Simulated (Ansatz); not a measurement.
# IrRu: an axial (c/a) deformation path

The task here is to estimate one member of a computed series from the others.

Method: DFT LDA, scalar-relativistic, plane waves, PAW, in Ansatz 0.2.0.

1 further run of the same task is left out (set aside as unsound or not needed).

### The structure to begin with

It takes space group P-6m2 (No. 187, hexagonal). The conventional cell has a = 2.725 Å, b = 2.725 Å, c = 4.331 Å, α = 90.00°, β = 90.00°, γ = 120.00°. Ru (site symmetry -6m2) is surrounded by 6 Ir at 2.68 Å and 6 Ru at 2.72 Å. Ir (site symmetry -6m2) has 6 Ru at 2.68 Å and 6 Ir at 2.72 Å as nearest neighbours.

Structure file:

```cif
data_structure
_symmetry_space_group_name_H-M 'P 1'
_symmetry_Int_Tables_number 1
_cell_length_a 2.7249
_cell_length_b 2.7249
_cell_length_c 4.3307
_cell_angle_alpha 90.000
_cell_angle_beta 90.000
_cell_angle_gamma 120.000
_cell_volume 27.85
loop_
_atom_site_label
_atom_site_type_symbol
_atom_site_fract_x
_atom_site_fract_y
_atom_site_fract_z
_atom_site_occupancy
Ru1 Ru 0.66667 0.33333 0.00000 1
Ir1 Ir 0.00000 0.00000 0.50000 1
```

The structure comes from the Materials Project (structure only).

Set-up of the first run:

File input.yaml:

```yaml
crystal:
  lattice:
    - [2.724911084, 0.0, 0.0]
    - [-1.362455542, 2.3598422218, 0.0]
    - [0.0, 0.0, 4.3306976446]
  atoms:
    - { symbol: Ru, position: [0.66666667, 0.33333333, 0.0] }
    - { symbol: Ir, position: [0.0, 0.0, 0.5] }
basis:
  ecutwfc: 420
kpoints:
  mp_grid: { grid: [9, 9, 4] }
hamiltonian:
  xc: lda
scf:
  occupations: { method: gaussian, width: 0.1 }
output:
  forces: true
  stress: true
  eigenvalues: true
```

Among the steps run: Quick check of gap, pressure and forces; Zero of the scan; ρ = 0.850; At ρ = 1.200; ρ = 0.920.

One of the session's tables, all rows but one given; the rest of the session is left out.

The scan, with free energies counted from the undisturbed cell:

```
    ρ  ΔE (meV/atom)  pressure (GPa)
0.850          295.4             0.0
0.920              ?               ?
1.000            0.0           -11.8
1.200          390.7             1.1
```

Estimate the missing values for ρ = 0.920.

Worked estimate for «ΔE (meV/atom)». A straight line through the neighbours (0.850, 295.4) and (1.000, 0.0) gives 295.4 + (0.0 − 295.4) × (0.920 − 0.850) / (1.000 − 0.850) = 157.5; a parabola fitted to 3 rows on both sides gives 94.8.

The run gave: ΔE (meV/atom): 83.8; pressure (GPa): -8.0. In «ΔE (meV/atom)» the line misses by +73.7 and the parabola by +11.0.
